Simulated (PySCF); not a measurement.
# Lu(NO2)3: how tightly the ligands are held

What does it cost to pull a ligand from Lu(NO2)3? The species was built from a template and needn't be a known compound.

Method: B3LYP, Lu lcecp-1-SVP with ECP60, O def2-SVP, N def2-SVP; scalar-relativistic core potentials, no spin–orbit coupling; program: PySCF 2.14.0.

3 further runs of the same task are left out: 2 for a known fault of the program, 1 that didn't finish.

**1. The system as given**

10 atoms, charge 0, spin multiplicity 1.

Bond lengths: Lu1–O2 2.294 Å, Lu1–O3 2.294 Å, Lu1–N4 2.747 Å, Lu1–O5 2.294 Å, Lu1–O6 2.294 Å, Lu1–N7 2.747 Å, Lu1–O8 2.294 Å, Lu1–O9 2.294 Å, Lu1–N10 2.747 Å, O2–N4 1.264 Å, O3–N4 1.264 Å, O5–N7 1.264 Å, O6–N7 1.264 Å, O8–N10 1.264 Å, O9–N10 1.264 Å. Angles: O2–Lu1–O3 54.4°, O2–Lu1–N4 27.2°, O2–Lu1–O5 101.2°, O2–Lu1–O6 118.9°, O2–Lu1–N7 112.4°, O2–Lu1–O8 101.2°, O2–Lu1–O9 135.1°, O2–Lu1–N10 120.5°, O3–Lu1–N4 27.2°, O3–Lu1–O5 135.1°, O3–Lu1–O6 101.2°, O3–Lu1–N7 120.5°, O3–Lu1–O8 118.9°, O3–Lu1–O9 101.2°, O3–Lu1–N10 112.4°, N4–Lu1–O5 120.5°, N4–Lu1–O6 112.4°, N4–Lu1–N7 120.0° and more.

Coordinates:

```xyz
10
charge 0, multiplicity 1
Lu    0.0000    0.0000    0.0000
O     2.0405    0.1675    1.0352
O     2.0405   -0.1675   -1.0352
N     2.7471    0.0000    0.0000
O    -1.1653    1.6834    1.0352
O    -0.8752    1.8509   -1.0352
N    -1.3735    2.3790    0.0000
O    -0.8752   -1.8509    1.0352
O    -1.1653   -1.6834   -1.0352
N    -1.3736   -2.3790    0.0000
```

Formal oxidation states: Lu +3. Each metal's 14 4f electrons lie in its core potential, so multiplicities, spins and levels count the valence alone. An earlier session relaxed this geometry at B3LYP, Lu lcecp-1-SVP with ECP60, O def2-SVP, N def2-SVP (singlet, point group D3).

**2. NO2 taken off**

The ligand (atoms 2, 3, 4) keeps its formal charge and a closed shell where it can; ligand and rest are solved at the complex's geometry, in vacuum, with the settings of the relaxation.

| part | charge | state | energy (Eh) |
| --- | --- | --- | --- |
| complex | 0 | singlet | -655.098139 |
| ligand | -1 | singlet | -204.962386 |
| rest | 1 | singlet | -449.767552 |

Wall time 2.3 s (4 threads of Arm Neoverse N1, shared host).

**3. Rigid scan of NO2**

Atoms 2, 3, 4 move together along the line from atom 1; the distance is to the donor, the donors' midpoint or the ring centre. Each point starts from the density of the one before.

| distance (Å) | energy from the relaxed point (eV) |
| --- | --- |
| 1.74 | 0.798 |
| 1.84 | 0.313 |
| 1.94 | 0.069 |
| 2.04 | 0.000 |
| 2.14 | 0.056 |
| 2.24 | 0.198 |
| 2.44 | 0.637 |
| 2.74 | 1.438 |
| 3.14 | 2.462 |
| 3.64 | 3.481 |

Run time: 42 s. Hardware: 4 threads of Arm Neoverse N1, shared host.

**4. What came out**

| quantity | value |
| --- | --- |
| taking off NO2 | 10.02 eV |
| stiffness of the NO2 contact | 12.5 eV/Å² |

**Reading.** Taking off NO2 as a fragment of charge -1 costs 10.02 eV, much of it the attraction of the two charges. Near 2.04 Å the NO2 contact has a stiffness of about 12.5 eV/Å², and the energy stands 3.48 eV higher at 3.64 Å. The free anion is solved without diffuse functions, no counterpoise correction is made, and the parts aren't relaxed; each of these makes the binding look larger. The bases are small and lack diffuse functions. Spin–orbit coupling is left out.
